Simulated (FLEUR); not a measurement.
# Sn3Te (I4/mmm) in FLEUR: a series of runs, part 2 of 2

FLEUR MaX-R8.1 (later development tree). The steps go on from the part before.

**5. Equation of state, r2SCAN, 29.21 Å³/atom**

Changes to inp.xml since step 4:

```diff
@@ -27,3 +27,3 @@
       <xi:include xmlns:xi="http://www.w3.org/2001/XInclude" href="sym.xml"> </xi:include>
-      <bulkLattice scale="0.9864848297">
+      <bulkLattice scale="1.0000000000">
          <bravaisMatrix>
```

Started as:

```sh
$ inpgen -f crystal.txt -profile fastHighL
$ # inp.xml edited to the form shown
$ fleur_MPI
```

Run time: 12 min. Hardware: 1 thread of Intel Xeon at 2.70GHz, shared host; peak memory 0.18 GiB.

The run converged. Its results:

| Property | Result |
| --- | --- |
| Free energy | -689382.7677 eV |
| Band gap on the k mesh | none (metal or under the smearing width) |
| Valence electrons inside the program's atomic spheres | Te 20.06; Sn 20.10, 20.11 (radii Te 2.66, Sn 2.66 bohr) |

Caveat: the meta-GGA is that of a development version, with a GGA for the radial functions and cores and without core tails.

**6. Equation of state, r2SCAN, 30.37 Å³/atom (volume scaled by 1.04)**

Changes to inp.xml since step 5:

```diff
@@ -27,3 +27,3 @@
       <xi:include xmlns:xi="http://www.w3.org/2001/XInclude" href="sym.xml"> </xi:include>
-      <bulkLattice scale="1.0000000000">
+      <bulkLattice scale="1.0131594038">
          <bravaisMatrix>
```

Potentials or basis: all-electron, FLAPW.

Started as:

```sh
$ inpgen -f crystal.txt -profile fastHighL
$ # inp.xml edited to the form shown
$ fleur_MPI
```

Run time: 12 min. Hardware: 1 thread of Intel Xeon at 2.70GHz, shared host; peak memory 0.18 GiB.

The run converged. Its results:

| Item | Value |
| --- | --- |
| Free energy | -689382.7152 eV |
| Band gap on the k mesh | none (metal or under the smearing width) |
| Valence electrons inside the program's atomic spheres | Te 20.04; Sn 20.07, 20.09 (radii Te 2.66, Sn 2.66 bohr) |

Caveat: the meta-GGA is that of a development version, with a GGA for the radial functions and cores and without core tails.

**7. Equation of state, r2SCAN, 30.96 Å³/atom (volume scaled by 1.06)**

Changes to inp.xml since step 6:

```diff
@@ -27,3 +27,3 @@
       <xi:include xmlns:xi="http://www.w3.org/2001/XInclude" href="sym.xml"> </xi:include>
-      <bulkLattice scale="1.0131594038">
+      <bulkLattice scale="1.0196128224">
          <bravaisMatrix>
```

Started as:

```sh
$ inpgen -f crystal.txt -profile fastHighL
$ # inp.xml edited to the form shown
$ fleur_MPI
```

Wall time 13 min (1 thread of Intel Xeon at 2.70GHz, shared host); peak memory 0.18 GiB.

It converged, with:

- Free energy: -689382.6737 eV
- Band gap on the k mesh: none (metal or under the smearing width)
- Valence electrons inside the program's atomic spheres: Te 20.03; Sn 20.06, 20.07 (radii Te 2.66, Sn 2.66 bohr)

Caveat: the meta-GGA is that of a development version, with a GGA for the radial functions and cores and without core tails.

**8. Equation of state, r2SCAN**

This step only gathers the single runs of the series.

What came out:

```
Equilibrium volume                        : 28.57 Å³/atom
Bulk modulus at fixed shape and positions : 48 GPa
```

Energy against volume, from the lowest point:
```tsv
volume (Å³/atom)	energy (meV/atom)
27.453	5.41
28.037	0.00
29.205	0.51
30.373	13.62
30.958	24.02
```

Caveat: the meta-GGA is that of a development version, with a GGA for the radial functions and cores and without core tails; the cell was scaled at fixed shape and fractional positions, which overstates the stiffness of a crystal with free parameters, most of all of layers and chains.
